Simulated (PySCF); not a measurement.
# CH3BiI2 (Bi(CH3)(I)2): the cost of one run

The runs use PySCF 2.14.0; several levels, as the steps say, no spin–orbit coupling.

3 further runs of the same task are left out: 2 for a known fault of the program, 1 that didn't finish.

### 1 The system as given

7 atoms, charge 0, spin multiplicity 1.

Bond lengths: Bi1–C2 2.298 Å, Bi1–I6 2.858 Å, Bi1–I7 2.858 Å, C2–H3 1.105 Å, C2–H4 1.107 Å, C2–H5 1.107 Å. Angles: C2–Bi1–I6 93.9°, C2–Bi1–I7 93.9°, I6–Bi1–I7 103.3°, Bi1–C2–H3 108.1°, Bi1–C2–H4 108.4°, Bi1–C2–H5 108.4°, H3–C2–H4 110.5°, H3–C2–H5 110.5°, H4–C2–H5 111.0°.

As a file:

```mol
CH3BiI2
  3D, bonds by distance, orders not assigned

  7  6  0  0  0  0  0  0  0  0999 V2000
    0.6490    0.0000    0.8827 Bi  0  0
    2.6589    0.0000   -0.2319 C   0  0
    2.4492    0.0000   -1.3169 H   0  0
    3.2172    0.9121    0.0543 H   0  0
    3.2172   -0.9121    0.0543 H   0  0
   -0.3749    2.2405   -0.5659 I   0  0
   -0.3749   -2.2405   -0.5659 I   0  0
  1  2  8  0
  1  6  8  0
  1  7  8  0
  2  3  8  0
  2  4  8  0
  2  5  8  0
M  END
```

Formal oxidation states: Bi +3. An earlier session relaxed this geometry at PBE, Bi def2-SVP with ECP60, C def2-SVP, H def2-SVP, I def2-SVP with ECP28 (singlet, point group Cs).

At PBE on the finer grid: E = -849.949372 Eh, HOMO -6.04 eV, LUMO -3.28 eV, Mulliken charge on Bi1 +0.49 e, largest force component 0.035 eV/Å. 

Levels to run: B3LYP; TPSS; HF; revPBE; PBE, TZVP; PBE, x2c-SVP. Hardware: 2 threads of Arm Neoverse V2, shared host.

### 2 B3LYP

The input, run.py (the lines that set the calculation):

```python
mol = gto.M(atom='''
Bi     0.64898     0.00000     0.88270
C      2.65885     0.00000    -0.23192
H      2.44923     0.00000    -1.31688
H      3.21724     0.91211     0.05426
H      3.21724    -0.91211     0.05426
I     -0.37489     2.24046    -0.56593
I     -0.37489    -2.24046    -0.56593''',
    basis={'Bi': 'def2-SVP', 'C': 'def2-SVP', 'H': 'def2-SVP', 'I': 'def2-SVP'},
    ecp={'Bi': 'def2-SVP', 'I': 'def2-SVP'},
    charge=0, spin=0)
mf = dft.RKS(mol, xc='B3LYP')
mf.grids.atom_grid = (75, 302)
mf = mf.density_fit()  # fitting sets: Bi def2-universal-JKFIT, C def2-universal-JKFIT, H def2-universal-JKFIT, I def2-universal-JKFIT
mf.conv_tol = 1e-08; mf.max_cycle = 55
mf.kernel(dm0)  # dm0: the density of the relaxed state
```

Run with:

```bash
$ OMP_NUM_THREADS=2 python run.py
```

**Question.** How long does this run take on 2 threads of Arm Neoverse V2, shared host?

About 6.2 s.
